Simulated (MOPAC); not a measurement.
**GeSiH6O2 (SMILES O[SiH2][O][GeH3]) at MNDO**

We compute a structure relaxation of GeSiH6O2. 

The results are computed with MOPAC 23.2.5.

1 further run of the same task is left out (it didn't finish).

## Step 1: The system as given

GeSiH6O2: 10 atoms, total charge 0, spin state singlet. SMILES: `O[SiH2][O][GeH3]`. All atoms were displaced at random from a relaxed shape. The run starts from this shape.

Bond lengths: O1–Si2 1.659 Å, Si2–O3 1.606 Å, O3–Ge4 1.765 Å, O1–H5 0.942 Å, Si2–H6 1.479 Å, Si2–H7 1.468 Å, Ge4–H8 1.520 Å, Ge4–H9 1.539 Å, Ge4–H10 1.554 Å. Some angles: O1–Si2–O3 113.0°, Si2–O3–Ge4 134.7°, O1–Si2–H6 109.2°, O1–Si2–H7 103.0°, O3–Si2–H6 107.6°, O3–Si2–H7 111.2°, Si2–O1–H5 116.3°, O3–Ge4–H8 108.5°, O3–Ge4–H9 105.7°, O3–Ge4–H10 107.7°.

## Step 2: A structure relaxation at MNDO

Input file job.mop:

```
MNDO PRECISE GNORM=0.05 DISP CYCLES=300 MULLIK AUX(PRECISION=6) T=10M THREADS=1
optimise of GeH6O2Si

O     -0.950195     0.534239    -1.838562
Si    -0.259072     1.233487    -0.501988
O     -0.155372     0.230910     0.748759
Ge     0.670357    -1.299930     1.047352
H     -1.872916     0.351389    -1.784627
H     -1.076156     2.391495    -0.080213
H      1.072300     1.621054    -0.984548
H     -0.234687    -2.433624     0.591786
H      0.922986    -1.349233     2.564559
H      1.999229    -1.286220     0.241857
```

Started as:

```console
$ mopac job.mop
```

Q: Predict the results. Wanted: total energy at the end; dipole moment; HOMO energy; LUMO energy; HOMO–LUMO gap; heat of formation.

Computed results:

Level: MNDO.

| quantity | value |
| --- | --- |
| total energy at the end | -33.09782 Eh |
| dipole moment | 1.56 D |
| HOMO energy | -10.62 eV |
| LUMO energy | 1.82 eV |
| HOMO–LUMO gap | 12.44 eV |
| heat of formation | -163.1 kcal/mol |

What this shows: At the final geometry: Bond lengths: O1–Si2 1.660 Å, Si2–O3 1.618 Å, O3–Ge4 1.750 Å, O1–H5 0.929 Å, Si2–H6 1.390 Å, Si2–H7 1.388 Å, Ge4–H8 1.490 Å, Ge4–H9 1.490 Å, Ge4–H10 1.490 Å. Some angles: O1–Si2–O3 105.5°, Si2–O3–Ge4 174.6°, O1–Si2–H6 110.0°, O1–Si2–H7 109.3°, O3–Si2–H6 109.9°, O3–Si2–H7 110.9°, Si2–O1–H5 125.4°, O3–Ge4–H8 108.0°, O3–Ge4–H9 108.2°, O3–Ge4–H10 108.3°. The optimisation took 67 steps and changed the energy by -0.536 eV. Mulliken charges run from -1.16 on O3 to +2.17 on Ge4.
